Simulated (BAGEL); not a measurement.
# Si2H5OF (SMILES F[SiH2]O[SiH3]): RI-MP2/def2-SVP (density fitting with qzvpp-jkfit)

Aim: the energy change on altering one bond length of Si2H5OF at RI-MP2/def2-SVP (density fitting with qzvpp-jkfit), from 2 runs. 

The calculation is run with BAGEL 1.2.2.

1 further run of the same task is left out (set aside as unsound or not needed). Runs told in other sessions of the task aren't counted.

### 1 The system as given

Si2H5OF has 9 atoms, charge 0, and is taken as a singlet. As SMILES, `F[SiH2]O[SiH3]`. The coordinates come from a PBE0-D4/def2-TZVP relaxation. This is one conformer, not always the lowest.

Bond lengths: F1–Si2 1.594 Å, Si2–O3 1.616 Å, O3–Si4 1.641 Å, Si2–H5 1.476 Å, Si2–H6 1.480 Å, Si4–H7 1.482 Å, Si4–H8 1.483 Å, Si4–H9 1.486 Å. Some angles: F1–Si2–O3 109.6°, Si2–O3–Si4 148.9°, F1–Si2–H5 107.7°, F1–Si2–H6 107.0°, O3–Si2–H5 108.7°, O3–Si2–H6 110.5°, O3–Si4–H7 108.1°, O3–Si4–H8 109.6°, O3–Si4–H9 109.9°, H5–Si2–H6 113.2°.

### 2 The energy at RI-MP2/def2-SVP (density fitting with qzvpp-jkfit)

input.json reads:

```json
{ "bagel" : [

{
  "title" : "molecule",
  "basis" : "svp",
  "df_basis" : "qzvpp-jkfit",
  "angstrom" : true,
  "geometry" : [
    { "atom" : "F", "xyz" : [      -1.694000,       1.210500,      -1.272300 ] },
    { "atom" : "Si", "xyz" : [      -0.171500,       1.320100,      -0.812600 ] },
    { "atom" : "O", "xyz" : [       0.351200,      -0.127900,      -0.321100 ] },
    { "atom" : "Si", "xyz" : [       0.285400,      -1.347000,       0.774900 ] },
    { "atom" : "H", "xyz" : [       0.623200,       1.737300,      -1.984500 ] },
    { "atom" : "H", "xyz" : [      -0.123700,       2.293600,       0.301100 ] },
    { "atom" : "H", "xyz" : [       1.618500,      -1.993000,       0.825600 ] },
    { "atom" : "H", "xyz" : [      -0.738800,      -2.335100,       0.357400 ] },
    { "atom" : "H", "xyz" : [      -0.061900,      -0.805000,       2.114200 ] }
  ]
},

{ "title" : "hf" },

{ "title" : "mp2", "ncore" : 12 }

]}
```

On the command line:

```console
$ BAGEL_NUM_THREADS=1 BAGEL input.json > input.out
```

The program printed:

```text
* using 1 threads per process

  ===============================================================
  ===============================================================

  *** Geometry ***

  { "atom" : "F", "xyz" : [     -3.201196,      2.287513,     -2.404299 ] },
  { "atom" : "Si", "xyz" : [     -0.324088,      2.494627,     -1.535591 ] },
  { "atom" : "O", "xyz" : [      0.663672,     -0.241696,     -0.606791 ] },
  { "atom" : "Si", "xyz" : [      0.539328,     -2.545461,      1.464349 ] },
  { "atom" : "H", "xyz" : [      1.177677,      3.283021,     -3.750161 ] },
  { "atom" : "H", "xyz" : [     -0.233759,      4.334276,      0.568997 ] },
  { "atom" : "H", "xyz" : [      3.058522,     -3.766224,      1.560158 ] },
  { "atom" : "H", "xyz" : [     -1.396130,     -4.412699,      0.675388 ] },
  { "atom" : "H", "xyz" : [     -0.116974,     -1.521230,      3.995259 ] },

  Number of auxiliary basis functions:      500

  Since a DF basis is specified, we compute 2- and 3-index integrals:
    o Being stored without compression. Storage requirement is 0.032 GB

  Number of basis functions:       89
  Number of electrons      :       50

    * METHOD: MOLECULE                             0.18

  *** RHF ***

  === Nuclear Repulsion ===
   231.1779326507

      * DIIS with orbital gradients will be used.

  === RHF iteration (svp) ===
      0       -754.67214292          0.01881026           0.06
      1       -754.81623993          0.01246112           0.05
      2       -754.90035017          0.00107880           0.06
      3       -754.90143522          0.00031321           0.06
      4       -754.90149413          0.00007213           0.06
      5       -754.90149820          0.00001179           0.05
      6       -754.90149837          0.00000279           0.05
      7       -754.90149838          0.00000064           0.06
      8       -754.90149838          0.00000014           0.06
      9       -754.90149838          0.00000004           0.06
     10       -754.90149838          0.00000002           0.06
     11       -754.90149838          0.00000000           0.05
    * SCF iteration converged.

    * Permanent dipole moment:
           (   -0.446653,     0.014961,    -0.353996) a.u.

    * METHOD: HF                                   0.81

  *** RHF ***

  === Nuclear Repulsion ===
   231.1779326507

      * DIIS with orbital gradients will be used.

  === RHF iteration (svp) ===
      0       -754.90149838          0.00000000           0.05
    * SCF iteration converged.

    * Permanent dipole moment:
           (   -0.446653,     0.014961,    -0.353996) a.u.

  === DF-MP2 calculation ===

    * freezing 12 orbitals
    * 3-index integral transformation done
    * assembly done

      MP2 correlation energy:   -0.5623245284      0.03

      MP2 total energy:       -755.4638229063

    * METHOD: MP2                                  0.15

  ===============================================================
```

Wall time 1.4 s (1 thread of AMD EPYC 9R45 (Zen 5), shared host); peak memory 0.13 GiB.

### 3 The distorted shape, same level

calc.json reads:

```json
{ "bagel": [

{
  "title": "molecule",
  "basis": "svp",
  "df_basis": "qzvpp-jkfit",
  "angstrom": true,
  "geometry": [
    { "atom": "F", "xyz": [   -0.464929,    2.396250,   -0.771287 ] },
    { "atom": "Si", "xyz": [    1.057571,    2.505850,   -0.311587 ] },
    { "atom": "O", "xyz": [    1.580271,    1.057850,    0.179913 ] },
    { "atom": "Si", "xyz": [    1.514471,   -0.161250,    1.275913 ] },
    { "atom": "H", "xyz": [    1.852271,    2.923050,   -1.483487 ] },
    { "atom": "H", "xyz": [    1.105371,    3.479350,    0.802113 ] },
    { "atom": "H", "xyz": [    2.847571,   -0.807250,    1.326613 ] },
    { "atom": "H", "xyz": [   -0.738800,   -2.335100,    0.357400 ] },
    { "atom": "H", "xyz": [    1.167171,    0.380750,    2.615213 ] }
  ]
},
{
  "title": "hf"
},
{
  "title": "mp2",
  "ncore": 12
}

]}
```

On the command line:

```console
$ BAGEL_NUM_THREADS=1 BAGEL calc.json > calc.out
```

The program printed:

```text
* using 1 threads per process

  ===============================================================
  ===============================================================

  *** Geometry ***

  { "atom" : "F", "xyz" : [     -0.878588,      4.528256,     -1.457521 ] },
  { "atom" : "Si", "xyz" : [      1.998520,      4.735370,     -0.588814 ] },
  { "atom" : "O", "xyz" : [      2.986279,      1.999047,      0.339986 ] },
  { "atom" : "Si", "xyz" : [      2.861935,     -0.304718,      2.411126 ] },
  { "atom" : "H", "xyz" : [      3.500285,      5.523764,     -2.803384 ] },
  { "atom" : "H", "xyz" : [      2.088848,      6.575019,      1.515774 ] },
  { "atom" : "H", "xyz" : [      5.381129,     -1.525481,      2.506935 ] },
  { "atom" : "H", "xyz" : [     -1.396130,     -4.412699,      0.675388 ] },
  { "atom" : "H", "xyz" : [      2.205634,      0.719513,      4.942036 ] },

  Number of auxiliary basis functions:      500

  Since a DF basis is specified, we compute 2- and 3-index integrals:
    o Being stored without compression. Storage requirement is 0.032 GB

  Number of basis functions:       89
  Number of electrons      :       50

    * METHOD: MOLECULE                             0.18

  *** RHF ***

  === Nuclear Repulsion ===
   226.9084557898

      * DIIS with orbital gradients will be used.

  === RHF iteration (svp) ===
      0       -754.43811054          0.01920944           0.06
      1       -754.61034690          0.01255016           0.05
      2       -754.69983313          0.00104430           0.05
      3       -754.70094851          0.00037950           0.05
      4       -754.70106411          0.00008018           0.05
      5       -754.70106978          0.00002179           0.05
      6       -754.70107031          0.00000827           0.05
      7       -754.70107040          0.00000200           0.05
      8       -754.70107040          0.00000083           0.05
      9       -754.70107040          0.00000031           0.05
     10       -754.70107040          0.00000011           0.05
     11       -754.70107040          0.00000005           0.05
     12       -754.70107040          0.00000002           0.05
     13       -754.70107040          0.00000000           0.05
    * SCF iteration converged.

    * Permanent dipole moment:
           (   -1.446917,    -1.068908,    -0.714131) a.u.

    * METHOD: HF                                   0.87

  *** RHF ***

  === Nuclear Repulsion ===
   226.9084557898

      * DIIS with orbital gradients will be used.

  === RHF iteration (svp) ===
      0       -754.70107040          0.00000000           0.05
    * SCF iteration converged.

    * Permanent dipole moment:
           (   -1.446917,    -1.068908,    -0.714131) a.u.

  === DF-MP2 calculation ===

    * freezing 12 orbitals
    * 3-index integral transformation done
    * assembly done

      MP2 correlation energy:   -0.5862070865      0.03

      MP2 total energy:       -755.2872774876

    * METHOD: MP2                                  0.14

  ===============================================================
```

Wall time 1.4 s (1 thread of AMD EPYC 9R45 (Zen 5), shared host); peak memory 0.13 GiB.

### 4 What came out

Level: RI-MP2/def2-SVP (density fitting with qzvpp-jkfit), 12 core orbitals frozen.

| quantity | value |
| --- | --- |
| first shape: total energy | -755.46382 Eh |
| first shape: correlation energy (12 core orbitals frozen) | -562.3 mEh |
| distorted shape: total energy | -755.28728 Eh |
| distorted shape: correlation energy (12 core orbitals frozen) | -586.2 mEh |
| energy change with the Si4–H8 bond stretched from 1.483 to 3.263 Å | 4.804 eV |

What this shows: One bond (distorted shape) is far stretched, which a spin-restricted single reference describes badly; perturbation theory on it can break down and give far too much correlation. With the Si4–H8 bond stretched from 1.483 to 3.263 Å the energy rises by 4.80 eV (111 kcal/mol). The first shape isn't relaxed at this level, so the change isn't measured from a minimum. A restricted reference can't describe the breaking bond well at this length.
